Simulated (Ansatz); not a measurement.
From input file to script: C2H9GeNS, SMILES C[N](C)[GeH2][SH] in Ansatz 0.2.0.

```yaml
crystal:
  periodic: [false, false, false]
  atoms:
    - { symbol: C, position_ang: [-1.3582, 0.755, -0.4769] }
    - { symbol: "N", position_ang: [-0.5581, 0.1716, 0.6048] }
    - { symbol: C, position_ang: [-0.5388, -1.2905, 0.4936] }
    - { symbol: Ge, position_ang: [1.2004, 0.8253, 0.4912] }
    - { symbol: S, position_ang: [2.121, 0.2955, -1.4623] }
    - { symbol: H, position_ang: [-0.9544, 0.4799, -1.4765] }
    - { symbol: H, position_ang: [-1.3716, 1.8619, -0.3831] }
    - { symbol: H, position_ang: [-2.4099, 0.4035, -0.4036] }
    - { symbol: H, position_ang: [-1.5673, -1.693, 0.615] }
    - { symbol: H, position_ang: [0.0846, -1.7248, 1.3043] }
    - { symbol: H, position_ang: [-0.1376, -1.6197, -0.4902] }
    - { symbol: H, position_ang: [2.051, 0.2226, 1.6383] }
    - { symbol: H, position_ang: [1.1797, 2.368, 0.6396] }
    - { symbol: H, position_ang: [2.2592, -1.0554, -1.0941] }
basis:
  gaussian:
    orbitals: def2-SVP
hamiltonian:
  xc: b3lyp
relax:
  f_tol: 0.02
```

`opt.py`:
```python
"""Geometry optimisation of C2H9GeNS."""

from dataclasses import dataclass
import warnings

import ansatz as az
import numpy as np


@dataclass
class Options:
    basis: str = "def2-SVP"
    xc: str = "b3lyp"


cfg = Options()

warnings.simplefilter("ignore", az.DeckWarning)

geometry_ang = [
    ("C", [-1.3582, 0.755, -0.4769]),
    ("N", [-0.5581, 0.1716, 0.6048]),
    ("C", [-0.5388, -1.2905, 0.4936]),
    ("Ge", [1.2004, 0.8253, 0.4912]),
    ("S", [2.121, 0.2955, -1.4623]),
    ("H", [-0.9544, 0.4799, -1.4765]),
    ("H", [-1.3716, 1.8619, -0.3831]),
    ("H", [-2.4099, 0.4035, -0.4036]),
    ("H", [-1.5673, -1.693, 0.615]),
    ("H", [0.0846, -1.7248, 1.3043]),
    ("H", [-0.1376, -1.6197, -0.4902]),
    ("H", [2.051, 0.2226, 1.6383]),
    ("H", [1.1797, 2.368, 0.6396]),
    ("H", [2.2592, -1.0554, -1.0941]),
]
system = az.Crystal.molecule()
for symbol, xyz in geometry_ang:
    system = system.atom(symbol, xyz)

calculation = (
    system.calculation()
    .basis(gaussian=cfg.basis)  # atom-centred Gaussian functions
    .functional(cfg.xc)
)
symbols = [site.symbol for site in system.cartesian_sites]
start = np.array([site.position_ang for site in system.cartesian_sites], dtype=float)
def progress(event):
    if event["event"] == "relax_step":
        row = event["data"]
        print(f"step {row['step']:3d}  E = {row['lagrangian_ev']:.6f} eV  largest force component {row['allowed_force_max_ev_ang']:.4f} eV/A")


report = calculation.relax(force_tolerance=0.02).session().plan().execute(on_event=progress).report
end = np.array(report["positions_ang"])

print("reference energy %16.6f eV" % report["reference_energy_ev"])
print("total energy     %16.6f eV" % report["free_energy_ev"])
print("occupied orbitals outside the frozen core (up, down):", report["n_occupied"], " frozen:", report["n_frozen"], " virtual:", report["n_virtual"])

print("final positions (A) and the move of each atom")
for symbol, xyz, old in zip(symbols, end, start):
    print(f"{symbol:2s} {xyz[0]:10.5f} {xyz[1]:10.5f} {xyz[2]:10.5f}   {np.linalg.norm(xyz - old):7.4f}")
with open("c2h9gens_opt.xyz", "w") as handle:
    handle.write(f"{len(symbols)}\nrelaxed C2H9GeNS\n")
    handle.writelines(f"{s:2s} {x:11.6f} {y:11.6f} {z:11.6f}\n" for s, (x, y, z) in zip(symbols, end))
```

`python opt.py` gives:
```text
step   1  E = -71053.356987 eV  largest force component 1.2130 eV/A
step   2  E = -71053.507062 eV  largest force component 0.4684 eV/A
step   3  E = -71053.548898 eV  largest force component 0.4183 eV/A
step   4  E = -71053.567640 eV  largest force component 0.2102 eV/A
step   5  E = -71053.571478 eV  largest force component 0.2159 eV/A
step   6  E = -71053.576868 eV  largest force component 0.1897 eV/A
step   7  E = -71053.581253 eV  largest force component 0.0626 eV/A
step   8  E = -71053.581951 eV  largest force component 0.0242 eV/A
step   9  E = -71053.582074 eV  largest force component 0.0202 eV/A
step  10  E = -71053.582121 eV  largest force component 0.0091 eV/A
reference energy    -71053.582390 eV
total energy        -71053.582390 eV
occupied orbitals outside the frozen core (up, down): [38, 38]  frozen: 0  virtual: [99, 99]
final positions (A) and the move of each atom
C    -1.40033    0.73333   -0.51796    0.0627
N    -0.44166    0.09766    0.36666    0.2752
C    -0.63920   -1.33156    0.51369    0.1103
Ge    1.26186    0.78970    0.47976    0.0719
S     2.55758    0.54576   -1.37051    0.5115
H    -1.34926    0.36261   -1.56400    0.4211
H    -1.24457    1.82369   -0.54246    0.2073
H    -2.43103    0.55565   -0.15655    0.2909
H    -1.65320   -1.54181    0.90390    0.3372
H     0.08072   -1.75359    1.23335    0.0767
H    -0.53572   -1.89452   -0.43962    0.4864
H     1.93480    0.08606    1.67355    0.1827
H     1.13310    2.31442    0.63359    0.0713
H     2.72693   -0.78750   -1.21330    0.5520
```

Total energies depend on the basis set; only differences at equal settings carry meaning. The end point is the stationary point reached from this start; no frequency run checks that it is a minimum, and the basis set is modest. b3lyp holds the VWN-RPA fit, as in Gaussian; the form of ORCA and Turbomole is b3lyp5. The whole script took 120 s on 1 thread of Arm Neoverse V1, on a shared host, peak memory 0.46 GiB.

(Lines on the test bed's own set-up are left out of the output.)
